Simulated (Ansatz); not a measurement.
# CH3BCl2O: the cost of one run

Method: DFT PBE+D3(BJ), Gaussian basis def2-SVP, and further levels as typed in the inputs, in Ansatz 0.2.0.

### Step 1. The starting structure

Bond lengths: C1–O2 1.408 Å, O2–B3 1.472 Å, B3–Cl4 1.844 Å, B3–Cl5 1.844 Å, C1–H6 1.115 Å, C1–H7 1.115 Å, C1–H8 1.109 Å. Angles: C1–O2–B3 108.5°, O2–C1–H6 111.7°, O2–C1–H7 111.7°, O2–C1–H8 108.4°, H6–C1–H7 110.7°, H6–C1–H8 107.1°, H7–C1–H8 107.1°, O2–B3–Cl4 120.0°, O2–B3–Cl5 120.0°, Cl4–B3–Cl5 119.8°.

Structure file:

```xyz
8

C    -1.0239   -0.3911   -0.0339
O    -0.1771    0.2725    0.8739
B     1.1228    0.5000    0.2213
Cl    1.4409    2.0793   -0.6762
Cl    2.4796   -0.7344    0.4117
H    -0.6214   -1.3917   -0.3160
H    -1.2187    0.2262   -0.9416
H    -2.0022   -0.5609    0.4609
```

### Step 2. Relaxing the atoms: CH3BCl2O

File input.yaml:

```yaml
relax:
  f_tol: 0.01
  max_steps: 200
crystal:
  periodic: [false, false, false]
  atoms:
    - { symbol: C, position_ang: [-1.023876, -0.391077, -0.033935] }
    - { symbol: O, position_ang: [-0.177109, 0.272488, 0.873885] }
    - { symbol: B, position_ang: [1.122791, 0.500013, 0.221257] }
    - { symbol: Cl, position_ang: [1.440922, 2.07934, -0.676165] }
    - { symbol: Cl, position_ang: [2.479582, -0.734368, 0.41169] }
    - { symbol: H, position_ang: [-0.621418, -1.39174, -0.316041] }
    - { symbol: H, position_ang: [-1.218685, 0.226244, -0.941596] }
    - { symbol: H, position_ang: [-2.002207, -0.560901, 0.460907] }
basis:
  gaussian: { orbitals: def2-SVP }
hamiltonian:
  xc: pbe
  dispersion: d3bj
```

Started as:

```sh
ansatz run input.yaml --threads 2 --pin off --max-ram 6144MiB --backend cpu --events-out ev --progress --plain --runs-dir out
```

What time and memory should one allow on 2 threads of Arm Neoverse V1, shared host?

About 59 s, with a peak of 0.15 GiB.
